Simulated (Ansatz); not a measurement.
# CH2BrNSi: how energies converge with the basis set

The task here is to estimate one member of a computed series from the others.

Computed with Ansatz 0.2.0, Gaussian basis. Level: one geometry, several basis sets.

Plan: PBE0-D4/def2-SVP; ωB97M-V/def2-SVP; PBE0-D4/def2-QZVPP; ωB97M-V/def2-QZVPP; the functionals' def2-TZVPP values are taken from earlier runs.

**The relaxed structure**

The geometry comes from an earlier relaxation with PBE0-D4 in a triple-zeta def2 set; it is a stationary point.

SMILES `Br[SiH]1C=N1`, 6 atoms, charge 0, spin multiplicity 1.

Atoms are counted from 1 here; the program's logs count them from 0.

Bond lengths: Br1–Si2 2.194 Å, Si2–C3 1.764 Å, Si2–N4 1.774 Å, Si2–H5 1.469 Å, C3–N4 1.283 Å, C3–H6 1.091 Å. Angles: Br1–Si2–C3 122.7°, Br1–Si2–N4 118.9°, Br1–Si2–H5 110.6°, C3–Si2–N4 42.5°, C3–Si2–H5 124.9°, N4–Si2–H5 119.7°, Si2–C3–N4 69.2°, Si2–C3–H6 162.0°, N4–C3–H6 128.8°, Si2–N4–C3 68.3°.

Set-up of the first run:

in.yaml

```yaml
crystal:
  periodic: [false, false, false]
  atoms:
    - {symbol: Br, position_ang: [-1.897601, -0.649962, -1.545221]}
    - {symbol: Si, position_ang: [-0.019431, 0.054888, -0.657781]}
    - {symbol: C, position_ang: [0.220928, 0.187443, 1.084502]}
    - {symbol: N, position_ang: [0.730477, -0.901234, 0.634778]}
    - {symbol: H, position_ang: [0.825758, 0.694642, -1.675045]}
    - {symbol: H, position_ang: [0.181868, 0.550224, 2.112566]}
basis:
  gaussian: {orbitals: def2-SVP}
hamiltonian: {xc: pbe0, dispersion: d4}
output: {orbitals: {seedname: orbitals}}
```

Command:

```console
ansatz run in.yaml --threads 2 --pin off --events-out ev --progress --plain --max-ram 4352MiB
```

Among the steps run: PBE0-D4 in def2-SVP; ωB97M-V in def2-SVP; PBE0-D4 in def2-QZVPP; ωB97M-V in def2-QZVPP.

One table of the session follows, with a row left open; its other results are not shown here.

It belongs to the step «Density functionals: the series». 

```
functional       basis  HOMO (eV)
   PBE0-D4    def2-SVP      -6.88
   PBE0-D4  def2-TZVPP      -6.93
   PBE0-D4  def2-QZVPP          ?
   ωB97M-V    def2-SVP      -9.02
   ωB97M-V  def2-TZVPP      -9.09
   ωB97M-V  def2-QZVPP      -9.12
```

**Question.** Estimate the row for PBE0-D4, def2-QZVPP.

As computed: HOMO (eV): -6.95. In the column «HOMO (eV)» it lies between ωB97M-V, def2-SVP (-9.02) and PBE0-D4, def2-TZVPP (-6.93).
